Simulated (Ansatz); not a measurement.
# SnH2O2: a ladder of functionals

One table from this session's results is given with a row withheld; the runs are named, their logs left out.

Program: Ansatz 0.2.0, Gaussian basis. Level of theory: functionals in def2-TZVPP, the program's frozen cores in correlated methods. These are calculated values, not measurements.

The runs, in order: PBE-D4, r2SCAN-D4, PBE0-D4, B3LYP-D4, ωB97X-V, ωB97M-V, B2PLYP; MP2/def2-TZVPP; MP2/def2-QZVPP.

2 further runs of the same task are left out: 2 that didn't finish.

### The relaxed structure

An earlier PBE0-D4 in a triple-zeta def2 set relaxation fixed the geometry. Sn takes the def2 core potential; no spin-orbit term is included.

SMILES `[OH][Sn][OH]`, 5 atoms, charge 0, spin multiplicity 1.

Atoms are counted from 1 here; the program's logs count them from 0.

Bond lengths: O1–Sn2 1.981 Å, O1–H4 0.961 Å, Sn2–O3 1.981 Å, O3–H5 0.961 Å. Angles: Sn2–O1–H4 118.7°, O1–Sn2–O3 99.7°, Sn2–O3–H5 118.7°.

Set-up of the first run:

File in.yaml:

```yaml
crystal:
  periodic: [false, false, false]
  atoms:
    - {symbol: O, position_ang: [-0.993611, 0.140213, -1.139915]}
    - {symbol: Sn, position_ang: [-0.301506, 1.337341, 0.278927]}
    - {symbol: O, position_ang: [0.941500, 0.090936, 1.188125]}
    - {symbol: H, position_ang: [-0.668541, -0.762718, -1.180567]}
    - {symbol: H, position_ang: [1.022168, -0.805772, 0.853442]}
basis:
  gaussian: {orbitals: def2-TZVPP}
hamiltonian: {xc: pbe, dispersion: d4}
output: {forces: true, orbitals: {seedname: orbitals}}
```

Started as:

```sh
$ ansatz run in.yaml --threads 2 --pin off --events-out ev --progress --plain --max-ram 32768MiB --backend cpu
```

Among the steps run: PBE-D4 (GGA); r2SCAN-D4 (meta-GGA); PBE0-D4 (hybrid); B3LYP-D4 (hybrid); ωB97X-V (range-separated); ωB97M-V (range-separated); B2PLYP (double hybrid).

One table of the session follows, with a row left open; its other results are not shown here.

It belongs to the step «Orbital energies across the functionals». 

| functional | HOMO (eV) | LUMO (eV) | gap (eV) |
| --- | --- | --- | --- |
| PBE-D4 | -6.68 | -2.58 | 4.09 |
| r2SCAN-D4 | -6.97 | -2.51 | 4.46 |
| PBE0-D4 | -7.80 | -1.92 | 5.88 |
| B3LYP-D4 | -7.66 | -2.17 | 5.49 |
| ωB97X-V | ? | ? | ? |
| ωB97M-V | -9.99 | -0.18 | 9.81 |

Q: Estimate the row for ωB97X-V from the others.

The run gave: HOMO (eV): -10.03; LUMO (eV): -0.02; gap (eV): 10.02. In the column «HOMO (eV)» it is the lowest.
